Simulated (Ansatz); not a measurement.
# FGeH4NO2: rotation by 120° about the Ge2–O4 bond

How high is the barrier for the rotation by 120° about the Ge2–O4 bond? Relax the two ends, then run a nudged elastic band between them. SMILES of the start: [NH2][Ge]([OH])([OH])[F].

Method: RKS revPBE-D4/def2-SVP, in Ansatz 0.2.0.

## Step 1: The system as given

Bond lengths: N1–Ge2 1.843 Å, Ge2–O3 1.771 Å, Ge2–O4 1.722 Å, Ge2–F5 1.752 Å, N1–H6 1.120 Å, N1–H7 1.026 Å, O3–H8 1.049 Å, O4–H9 1.013 Å. Angles: N1–Ge2–O3 107.4°, N1–Ge2–O4 112.3°, N1–Ge2–F5 109.0°, O3–Ge2–O4 109.2°, O3–Ge2–F5 110.3°, O4–Ge2–F5 108.7°, Ge2–N1–H6 105.1°, Ge2–N1–H7 109.4°, H6–N1–H7 105.1°, Ge2–O3–H8 104.0°, Ge2–O4–H9 107.9°.

Structure file:

```xyz
9

N    -0.1618    0.1847   -1.3900
Ge    0.0504    0.1059    0.4390
O     0.7069   -1.4928    0.8269
O    -1.4364    0.3266    1.2784
F     1.1678    1.3595    0.9378
H    -0.5642    1.2096   -1.5930
H     0.7595    0.1643   -1.8417
H     1.6422   -1.5062    0.3512
H    -2.0761   -0.3979    0.9744
```

## Step 2: Relaxing end A

input.yaml

```yaml
crystal:
  periodic: [false, false, false]
  atoms:
    - { symbol: "N", position_ang: [-0.1618, 0.1847, -1.39] }
    - { symbol: Ge, position_ang: [0.0504, 0.1059, 0.439] }
    - { symbol: O, position_ang: [0.7069, -1.4928, 0.8269] }
    - { symbol: O, position_ang: [-1.4364, 0.3266, 1.2784] }
    - { symbol: F, position_ang: [1.1678, 1.3595, 0.9378] }
    - { symbol: H, position_ang: [-0.5642, 1.2096, -1.593] }
    - { symbol: H, position_ang: [0.7595, 0.1643, -1.8417] }
    - { symbol: H, position_ang: [1.6422, -1.5062, 0.3512] }
    - { symbol: H, position_ang: [-2.0761, -0.3979, 0.9744] }
basis:
  gaussian: { orbitals: def2-SVP }
hamiltonian:
  xc: revpbe
  dispersion: d4
relax:
  f_tol: 0.015
  max_steps: 40
```

Run with:

```
> ansatz run input.yaml --threads 2 --pin off --max-ram 3072MiB --backend cpu --events-out ev --progress --plain --runs-dir out
```

What it wrote, cut to the lines that bear on the results:

```text
Warning: RAYON_NUM_THREADS=2 ignored (pool sized by the plan → 2); use --threads N
[...]
Functional definition: revPBE
[...]
1189 factors; their error is unknown
[...]
mean field -64865.86492602 eV, -2383.7765683688 hartree, gradient 1.7e-5 eV, S^2 0.000000; 0 other end points of the search recorded, 0 dependent functions left out
[...]
reference -64865.86496757 eV, -2383.7765698959 hartree; 34, 34 occupied and 74, 74 virtual orbitals, 1189 factors
relax step   1: F+E_penalty+E_count = -64866.38054174 eV  Δ(F+E_penalty+E_count) = +0.000e0 eV  max|allowed force component| = 2.796e0 eV/Å  Δτ_max = 0.0000 Å  (29 SCF iters, accepted)
[...]
relax step   3: F+E_penalty+E_count = -64866.76276284 eV  Δ(F+E_penalty+E_count) = -5.010e-2 eV  max|allowed force component| = 2.591e-1 eV/Å  Δτ_max = 0.0451 Å  (29 SCF iters, accepted)
[...]
relax step   5: F+E_penalty+E_count = -64866.77413362 eV  Δ(F+E_penalty+E_count) = -4.565e-4 eV  max|allowed force component| = 7.011e-1 eV/Å  Δτ_max = 0.0442 Å  (28 SCF iters, accepted)
[...]
relax step   7: F+E_penalty+E_count = -64866.77634473 eV  Δ(F+E_penalty+E_count) = -1.677e-3 eV  max|allowed force component| = 6.861e-1 eV/Å  Δτ_max = 0.0082 Å  (29 SCF iters, accepted)
[...]
relax step   9: F+E_penalty+E_count = -64866.79285767 eV  Δ(F+E_penalty+E_count) = -1.651e-2 eV  max|allowed force component| = 2.021e-1 eV/Å  Δτ_max = 0.0978 Å  (30 SCF iters, accepted)
[...]
relax step  10: F+E_penalty+E_count = -64866.80588081 eV  Δ(F+E_penalty+E_count) = -1.302e-2 eV  max|allowed force component| = 3.411e-1 eV/Å  Δτ_max = 0.0992 Å  (28 SCF iters, accepted)
[...]
relax step  11: F+E_penalty+E_count = -64866.82919251 eV  Δ(F+E_penalty+E_count) = -2.331e-2 eV  max|allowed force component| = 2.905e-1 eV/Å  Δτ_max = 0.1500 Å  (35 SCF iters, accepted)
[...]
1189 factors; their error is unknown
[...]
mean field -64866.32436220 eV, -2383.7934523372 hartree, gradient 1.7e-5 eV, S^2 0.000000; 0 other end points of the search recorded, 0 dependent functions left out
```

## Step 3: The log goes on: end point A relaxed

Output, continued, cut to the lines that bear on the results:

```text
[...]
reference -64866.32440237 eV, -2383.7934538132 hartree; 34, 34 occupied and 74, 74 virtual orbitals, 1189 factors
relax step  12: F+E_penalty+E_count = -64866.83140548 eV  Δ(F+E_penalty+E_count) = -2.213e-3 eV  max|allowed force component| = 2.023e-1 eV/Å  Δτ_max = 0.0113 Å  (30 SCF iters, accepted)
[...]
relax step  18: F+E_penalty+E_count = -64866.87333448 eV  Δ(F+E_penalty+E_count) = -7.068e-5 eV  max|allowed force component| = 1.362e-1 eV/Å  Δτ_max = 0.0353 Å  (29 SCF iters, accepted)
[...]
relax step  19: F+E_penalty+E_count = -64866.87361327 eV  Δ(F+E_penalty+E_count) = -2.788e-4 eV  max|allowed force component| = 9.711e-3 eV/Å  Δτ_max = 0.0060 Å  (30 SCF iters, accepted)
1189 factors; their error is unknown
[...]
Total energy: -64866.87365327 eV, -2383.8136384116 hartree
Atom 0 at    -0.289658     0.348031    -1.456974 Å, force     0.004568    -0.006189    -0.001321 eV/Å
Atom 1 at     0.146940     0.094787     0.297359 Å, force     0.004926    -0.004310     0.006545 eV/Å
Atom 2 at     1.003267    -1.470853     0.346140 Å, force    -0.006906     0.009711    -0.006444 eV/Å
Atom 3 at    -1.292142     0.201496     1.348821 Å, force     0.000604    -0.000885    -0.000606 eV/Å
Atom 4 at     1.204087     1.303285     1.021308 Å, force    -0.001159    -0.001378    -0.001606 eV/Å
Atom 5 at    -0.596248     1.305236    -1.663507 Å, force    -0.000806     0.002475     0.000581 eV/Å
Atom 6 at     0.482090     0.106666    -2.089801 Å, force    -0.000222    -0.000258     0.000466 eV/Å
Atom 7 at     1.432769    -1.587655     1.214799 Å, force    -0.000333     0.000989     0.001157 eV/Å
Atom 8 at    -2.002805    -0.347294     0.964855 Å, force    -0.000673    -0.000154     0.001230 eV/Å
Dipole moment:    -0.108969    -0.115401    -0.308124 e Å
```

It took 47 s on 2 threads of Arm Neoverse V1, shared host; peak memory 0.15 GiB.

Relaxation path:

| step | energy from step 1 (eV) | largest force component (eV/Å) |
| --- | --- | --- |
| 1 | 0.0000 | 2.7964 |
| 2 | -0.3321 | 1.0465 |
| 3 | -0.3822 | 0.2591 |
| 4 | -0.3931 | 0.2839 |
| 5 | -0.3936 | 0.7011 |
| 6 | -0.3941 | 0.7261 |
| 7 | -0.3958 | 0.6861 |
| 8x | -0.3590 | 2.1624 |
| 9 | -0.4123 | 0.2021 |
| 10 | -0.4253 | 0.3411 |
| 11 | -0.4487 | 0.2905 |
| 12 | -0.4509 | 0.2023 |
| 13 | -0.4757 | 0.1399 |
| 14x | -0.4501 | 0.5448 |
| 15 | -0.4853 | 0.0778 |
| 16 | -0.4907 | 0.0414 |
| 17 | -0.4927 | 0.0139 |
| 18 | -0.4928 | 0.1362 |
| 19 | -0.4931 | 0.0097 |

Step 1 is the start. 2 steps were tried and not accepted (marked x).

After: Bond lengths: N1–Ge2 1.825 Å, Ge2–O3 1.785 Å, Ge2–O4 1.785 Å, Ge2–F5 1.761 Å, N1–H6 1.026 Å, N1–H7 1.027 Å, O3–H8 0.976 Å, O4–H9 0.977 Å. Angles: N1–Ge2–O3 105.2°, N1–Ge2–O4 111.4°, N1–Ge2–F5 116.3°, O3–Ge2–O4 115.0°, O3–Ge2–F5 107.6°, O4–Ge2–F5 101.6°, Ge2–N1–H6 113.2°, Ge2–N1–H7 112.3°, H6–N1–H7 108.7°, Ge2–O3–H8 109.9°, Ge2–O4–H9 108.7°.

## Step 4: Relaxing end B

The second end starts from a geometry with the move made by hand.

input.yaml, as its differences from that of step 2:

```diff
@@ -11,3 +11,3 @@
     - { symbol: H, position_ang: [1.6422, -1.5062, 0.3512] }
-    - { symbol: H, position_ang: [-2.0761, -0.3979, 0.9744] }
+    - { symbol: H, position_ang: [-1.24772, 0.25124, 2.271] }
 basis:
```

Run with:

```
> ansatz run input.yaml --threads 2 --pin off --max-ram 3072MiB --backend cpu --events-out ev --progress --plain --runs-dir out
```

What it wrote, cut to the lines that bear on the results:

```text
Warning: RAYON_NUM_THREADS=2 ignored (pool sized by the plan → 2); use --threads N
[...]
Functional definition: revPBE
[...]
1189 factors; their error is unknown
[...]
mean field -64865.88824677 eV, -2383.7774253907 hartree, gradient 6.5e-5 eV, S^2 0.000000; 0 other end points of the search recorded, 0 dependent functions left out
[...]
reference -64865.88828792 eV, -2383.7774269029 hartree; 34, 34 occupied and 74, 74 virtual orbitals, 1189 factors
relax step   1: F+E_penalty+E_count = -64866.40201154 eV  Δ(F+E_penalty+E_count) = +0.000e0 eV  max|allowed force component| = 2.838e0 eV/Å  Δτ_max = 0.0000 Å  (28 SCF iters, accepted)
[...]
relax step   4: F+E_penalty+E_count = -64866.81845630 eV  Δ(F+E_penalty+E_count) = -9.801e-3 eV  max|allowed force component| = 1.420e-1 eV/Å  Δτ_max = 0.0583 Å  (29 SCF iters, accepted)
[...]
relax step   7: F+E_penalty+E_count = -64866.82505475 eV  Δ(F+E_penalty+E_count) = -2.049e-4 eV  max|allowed force component| = 7.278e-1 eV/Å  Δτ_max = 0.0040 Å  (30 SCF iters, accepted)
[...]
relax step  10: F+E_penalty+E_count = -64866.85095948 eV  Δ(F+E_penalty+E_count) = -1.015e-2 eV  max|allowed force component| = 2.518e-1 eV/Å  Δτ_max = 0.1000 Å  (29 SCF iters, accepted)
[...]
relax step  12: F+E_penalty+E_count = -64866.87308132 eV  Δ(F+E_penalty+E_count) = -6.755e-3 eV  max|allowed force component| = 4.053e-2 eV/Å  Δτ_max = 0.1259 Å  (34 SCF iters, accepted)
[...]
relax step  13: F+E_penalty+E_count = -64866.86922090 eV  Δ(F+E_penalty+E_count) = +3.860e-3 eV  max|allowed force component| = 4.810e-1 eV/Å  Δτ_max = 0.0274 Å  (29 SCF iters, rejected (line search))
[...]
1189 factors; their error is unknown
mean field -64866.36727811 eV, -2383.7950294676 hartree, gradient 2.0e-5 eV, S^2 0.000000; 0 other end points of the search recorded, 0 dependent functions left out
[...]
reference -64866.36731802 eV, -2383.7950309342 hartree; 34, 34 occupied and 74, 74 virtual orbitals, 1189 factors
```

## Step 5: More of the same log: end point B relaxed

Output, continued, cut to the lines that bear on the results:

```text
relax step  14: F+E_penalty+E_count = -64866.87363532 eV  Δ(F+E_penalty+E_count) = -5.540e-4 eV  max|allowed force component| = 3.884e-2 eV/Å  Δτ_max = 0.0134 Å  (29 SCF iters, accepted)
[...]
relax step  16: F+E_penalty+E_count = -64866.87315966 eV  Δ(F+E_penalty+E_count) = +1.901e-3 eV  max|allowed force component| = 3.006e-1 eV/Å  Δτ_max = 0.0537 Å  (29 SCF iters, rejected (line search))
[...]
relax step  18: F+E_penalty+E_count = -64866.87491504 eV  Δ(F+E_penalty+E_count) = +3.595e-4 eV  max|allowed force component| = 1.468e-1 eV/Å  Δτ_max = 0.0537 Å  (29 SCF iters, rejected (line search))
[...]
relax step  20: F+E_penalty+E_count = -64866.87549452 eV  Δ(F+E_penalty+E_count) = -1.142e-5 eV  max|allowed force component| = 8.191e-2 eV/Å  Δτ_max = 0.0277 Å  (29 SCF iters, accepted)
[...]
Total energy: -64866.87567425 eV, -2383.8137126813 hartree
Atom 0 at    -0.262082     0.342745    -1.420726 Å, force    -0.000389    -0.000001     0.000997 eV/Å
Atom 1 at     0.145220     0.040423     0.318331 Å, force     0.000882    -0.000474    -0.000160 eV/Å
Atom 2 at     0.966992    -1.542097     0.388442 Å, force    -0.000776     0.000405    -0.000966 eV/Å
Atom 3 at    -1.378110     0.195092     1.234447 Å, force     0.000341    -0.000763    -0.000433 eV/Å
Atom 4 at     1.266435     1.154105     1.129508 Å, force    -0.000350     0.000477    -0.000150 eV/Å
Atom 5 at    -0.764587     1.219010    -1.591495 Å, force     0.000073    -0.000103    -0.000432 eV/Å
Atom 6 at     0.532178     0.260035    -2.062423 Å, force     0.000292    -0.000007     0.000507 eV/Å
Atom 7 at     1.593067    -1.549918     1.137313 Å, force    -0.000391     0.000066     0.000376 eV/Å
Atom 8 at    -1.182432     0.483445     2.146203 Å, force     0.000319     0.000400     0.000261 eV/Å
Dipole moment:     0.172714     0.213263     0.033714 e Å
```

Run time: 53 s. Hardware: 2 threads of Arm Neoverse V1, shared host; peak memory 0.15 GiB.

The steps of the relaxation:

| step | energy from step 1 (eV) | largest force component (eV/Å) |
| --- | --- | --- |
| 1 | 0.0000 | 2.8382 |
| 2 | -0.3490 | 1.0944 |
| 3 | -0.4066 | 0.2957 |
| 4 | -0.4164 | 0.1420 |
| 5 | -0.4206 | 0.5448 |
| 6 | -0.4228 | 0.7063 |
| 7 | -0.4230 | 0.7278 |
| 8x | -0.3967 | 1.9911 |
| 9 | -0.4388 | 0.0967 |
| 10 | -0.4489 | 0.2518 |
| 11 | -0.4643 | 0.1202 |
| 12 | -0.4711 | 0.0405 |
| 13x | -0.4672 | 0.4810 |
| 14 | -0.4716 | 0.0388 |
| 15 | -0.4730 | 0.0067 |
| 16x | -0.4711 | 0.3006 |
| 17 | -0.4733 | 0.0468 |
| 18x | -0.4729 | 0.1468 |
| 19 | -0.4735 | 0.0207 |
| 20 | -0.4735 | 0.0819 |
| 21 | -0.4736 | 0.0193 |
| 22 | -0.4736 | 0.0010 |

Step 1 is the start. 4 steps were tried and not accepted (marked x).

After: Bond lengths: N1–Ge2 1.812 Å, Ge2–O3 1.785 Å, Ge2–O4 1.784 Å, Ge2–F5 1.776 Å, N1–H6 1.024 Å, N1–H7 1.024 Å, O3–H8 0.976 Å, O4–H9 0.976 Å. Angles: N1–Ge2–O3 106.8°, N1–Ge2–O4 106.6°, N1–Ge2–F5 118.4°, O3–Ge2–O4 116.7°, O3–Ge2–F5 104.3°, O4–Ge2–F5 104.5°, Ge2–N1–H6 114.4°, Ge2–N1–H7 114.4°, H6–N1–H7 110.2°, Ge2–O3–H8 109.4°, Ge2–O4–H9 109.5°.

## Step 6: Nudged elastic band

crystal.atoms is end A as relaxed above, and neb.final_atoms is end B, turned to lie on A. With 5 inner images the band has 7 in all.

input.yaml

```yaml
crystal:
  periodic: [false, false, false]
  atoms:
    - { symbol: "N", position_ang: [-0.289658, 0.348031, -1.456974] }
    - { symbol: Ge, position_ang: [0.14694, 0.094787, 0.297359] }
    - { symbol: O, position_ang: [1.003267, -1.470853, 0.34614] }
    - { symbol: O, position_ang: [-1.292142, 0.201496, 1.348821] }
    - { symbol: F, position_ang: [1.204087, 1.303285, 1.021308] }
    - { symbol: H, position_ang: [-0.596248, 1.305236, -1.663507] }
    - { symbol: H, position_ang: [0.48209, 0.106666, -2.089801] }
    - { symbol: H, position_ang: [1.432769, -1.587655, 1.214799] }
    - { symbol: H, position_ang: [-2.002805, -0.347294, 0.964855] }
basis:
  gaussian: { orbitals: def2-SVP }
hamiltonian:
  xc: revpbe
  dispersion: d4
neb:
  order_check: false
  images: 5
  f_tol: 0.05
  max_iterations: 60
  initial_path: idpp
  final_atoms:
    - { symbol: "N", position_ang: [-0.14666187, 0.3200519, -1.58963125] }
    - { symbol: Ge, position_ang: [0.02931962, -0.03708886, 0.17759645] }
    - { symbol: O, position_ang: [0.98162975, -1.5406474, 0.30802448] }
    - { symbol: O, position_ang: [-1.61935202, -0.06953345, 0.85917877] }
    - { symbol: F, position_ang: [0.90644228, 1.12797867, 1.19184115] }
    - { symbol: H, position_ang: [-0.70141392, 1.15538769, -1.79934048] }
    - { symbol: H, position_ang: [0.73714125, 0.34370139, -2.10712298] }
    - { symbol: H, position_ang: [1.48922574, -1.53216136, 1.14175893] }
    - { symbol: H, position_ang: [-1.58803082, 0.18601041, 1.80069492] }
```

Run with:

```
> ansatz run input.yaml --threads 2 --pin off --max-ram 3072MiB --backend cpu --events-out ev --progress --plain --runs-dir out
```

What it wrote, cut to the lines that bear on the results:

```text
Warning: RAYON_NUM_THREADS=2 ignored (pool sized by the plan → 2); use --threads N
[...]
Functional definition: revPBE
[...]
1189 factors; their error is unknown
[...]
mean field -64866.36692059 eV, -2383.7950163290 hartree, gradient 6.2e-5 eV, S^2 0.000000; 0 other end points of the search recorded, 0 dependent functions left out
[...]
reference -64866.36696063 eV, -2383.7950178006 hartree; 34, 34 occupied and 74, 74 virtual orbitals, 1189 factors
1189 factors; their error is unknown
[...]
mean field -64866.36908273 eV, -2383.7950957863 hartree, gradient 4.1e-5 eV, S^2 0.000000; 0 other end points of the search recorded, 0 dependent functions left out
[...]
reference -64866.36912265 eV, -2383.7950972533 hartree; 34, 34 occupied and 74, 74 virtual orbitals, 1189 factors
NEB end point (image 0): max|allowed force component| = 9.702e-3 eV/Å (the criterion of neb.relax_end_points is 1.000e-2)
[...]
1189 factors; their error is unknown
mean field -64866.36119433 eV, -2383.7948058930 hartree, gradient 2.0e-5 eV, S^2 0.000000; 0 other end points of the search recorded, 0 dependent functions left out
[...]
reference -64866.36123454 eV, -2383.7948073705 hartree; 34, 34 occupied and 74, 74 virtual orbitals, 1189 factors
[...]
1189 factors; their error is unknown
mean field -64866.35122101 eV, -2383.7944393802 hartree, gradient 2.2e-5 eV, S^2 0.000000; 0 other end points of the search recorded, 0 dependent functions left out
[...]
reference -64866.35126143 eV, -2383.7944408657 hartree; 34, 34 occupied and 74, 74 virtual orbitals, 1189 factors
[...]
1189 factors; their error is unknown
[...]
mean field -64866.35242035 eV, -2383.7944834549 hartree, gradient 1.6e-5 eV, S^2 0.000000; 0 other end points of the search recorded, 0 dependent functions left out
[...]
reference -64866.35246087 eV, -2383.7944849442 hartree; 34, 34 occupied and 74, 74 virtual orbitals, 1189 factors
[...]
1189 factors; their error is unknown
```

## Step 7: The log goes on: band between the two ends

The log, continued, cut to the lines that bear on the results:

```text
mean field -64866.35761888 eV, -2383.7946744976 hartree, gradient 2.1e-5 eV, S^2 0.000000; 0 other end points of the search recorded, 0 dependent functions left out
[...]
reference -64866.35765900 eV, -2383.7946759717 hartree; 34, 34 occupied and 74, 74 virtual orbitals, 1189 factors
[...]
1189 factors; their error is unknown
mean field -64866.36311903 eV, -2383.7948766244 hartree, gradient 8.4e-6 eV, S^2 0.000000; 0 other end points of the search recorded, 0 dependent functions left out
[...]
reference -64866.36315891 eV, -2383.7948780898 hartree; 34, 34 occupied and 74, 74 virtual orbitals, 1189 factors
NEB iter   4: max|band force component| = 1.153e-1 eV/Å  barrier→ = 0.0163 eV  barrier← = 0.0183 eV  CI = image 2  Δτ_max = 0.0594 Å  (144 SCF iters)
[...]
Total energy: -64866.85763023 eV, -2383.8130495756 hartree
Atom 0 at    -0.108916     0.419954    -1.538464 Å, force     0.002020    -0.001130     0.001616 eV/Å
Atom 1 at     0.107876     0.068055     0.235711 Å, force     0.006412     0.007508     0.000184 eV/Å
Atom 2 at     0.680328    -1.614078     0.416713 Å, force     0.000425    -0.002071    -0.001433 eV/Å
Atom 3 at    -1.421162     0.384191     1.101926 Å, force    -0.001358    -0.004929     0.002308 eV/Å
Atom 4 at     1.314120     1.075836     1.041365 Å, force    -0.002405    -0.000405    -0.002625 eV/Å
Atom 5 at    -0.642085     1.282120    -1.700361 Å, force    -0.000050    -0.001975     0.000027 eV/Å
Atom 6 at     0.776055     0.476482    -2.055386 Å, force    -0.002157     0.000844     0.000703 eV/Å
Atom 7 at     1.251186    -1.672821     1.207081 Å, force    -0.001280    -0.001474     0.000442 eV/Å
Atom 8 at    -1.869101    -0.466040     1.274414 Å, force    -0.001607     0.003632    -0.001221 eV/Å
Dipole moment:    -0.013440    -0.106950    -0.142229 e Å
this run last wrote the band of iteration 7 to <dir>
```

Run time: 81 s. Hardware: 2 threads of Arm Neoverse V1, shared host; peak memory 0.15 GiB.

## Step 8: What the band shows

The 5 inner images lie between the fixed ends 0 and 6. Energy is taken from image 0, and the path length is the program's own coordinate along the band.

| image | path (Å) | energy (eV) | dihedral F5–Ge2–O4–H9 (°) | band force (eV/Å) |
| --- | --- | --- | --- | --- |
| 0 | 0.000 | 0.0000 | 172 | - |
| 1 | 0.402 | 0.0072 | -164 | 0.002 |
| 2* | 0.804 | 0.0161 | -135 | 0.007 |
| 3 | 1.178 | 0.0096 | -106 | 0.009 |
| 4 | 1.551 | 0.0059 | -76 | 0.015 |
| 5 | 1.925 | 0.0030 | -52 | 0.013 |
| 6 | 2.299 | -0.0020 | -26 | - |

The star marks the climbing image.

image, energy (eV) and a bar:
```
        0      0.000 ###
        1      0.007 ###############
        2      0.016 ##############################
        3      0.010 ###################
        4      0.006 #############
        5      0.003 ########
        6     -0.002
```

The top of the band by iteration:

| iteration | highest image above image 0 (eV) | largest band force (eV/Å) |
| --- | --- | --- |
| 1 | 0.1806 | 0.948 |
| 2 | 0.1017 | 0.510 |
| 3 | 0.0283 | 0.352 |
| 4 | 0.0163 | 0.115 |
| 5 | 0.0162 | 0.067 |
| 6 | 0.0161 | 0.054 |
| 7 | 0.0161 | 0.015 |

The band as a trajectory file:

```xyz
9
image=0 dE=0.0000
N    -0.290    0.348   -1.457
Ge    0.147    0.095    0.297
O     1.003   -1.471    0.346
O    -1.292    0.201    1.349
F     1.204    1.303    1.021
H    -0.596    1.305   -1.664
H     0.482    0.107   -2.090
H     1.433   -1.588    1.215
H    -2.003   -0.347    0.965
9
image=1 dE=0.0072
N    -0.203    0.377   -1.500
Ge    0.135    0.083    0.268
O     0.842   -1.552    0.378
O    -1.334    0.318    1.256
F     1.279    1.194    1.020
H    -0.648    1.286   -1.671
H     0.638    0.308   -2.085
H     1.330   -1.639    1.220
H    -1.950   -0.422    1.097
9
image=2 dE=0.0161
N    -0.109    0.420   -1.538
Ge    0.108    0.068    0.236
O     0.680   -1.614    0.417
O    -1.421    0.384    1.102
F     1.314    1.076    1.041
H    -0.642    1.282   -1.700
H     0.776    0.476   -2.055
H     1.251   -1.673    1.207
H    -1.869   -0.466    1.274
9
image=3 dE=0.0096
N    -0.020    0.459   -1.563
Ge    0.079    0.035    0.205
O     0.573   -1.666    0.436
O    -1.516    0.374    0.926
F     1.301    0.958    1.094
H    -0.631    1.268   -1.727
H     0.893    0.641   -1.995
H     1.217   -1.712    1.169
H    -1.809   -0.403    1.439
9
image=4 dE=0.0059
N     0.027    0.494   -1.562
Ge    0.039   -0.012    0.186
O     0.559   -1.710    0.387
O    -1.612    0.288    0.779
F     1.193    0.872    1.203
H    -0.555    1.324   -1.719
H     0.963    0.669   -1.943
H     1.260   -1.739    1.067
H    -1.786   -0.232    1.586
9
image=5 dE=0.0030
N     0.033    0.538   -1.543
Ge    0.013   -0.040    0.177
O     0.633   -1.714    0.258
O    -1.669    0.177    0.721
F     1.056    0.824    1.326
H    -0.435    1.441   -1.672
H     0.970    0.576   -1.958
H     1.248   -1.781    1.013
H    -1.761   -0.069    1.661
9
image=6 dE=-0.0020
N    -0.083    0.300   -1.599
Ge    0.023   -0.035    0.179
O     0.783   -1.640    0.357
O    -1.628    0.148    0.832
F     1.020    1.038    1.183
H    -0.528    1.192   -1.835
H     0.805    0.204   -2.101
H     1.275   -1.674    1.199
H    -1.579    0.420    1.768
```

[end of part 1 of 2]
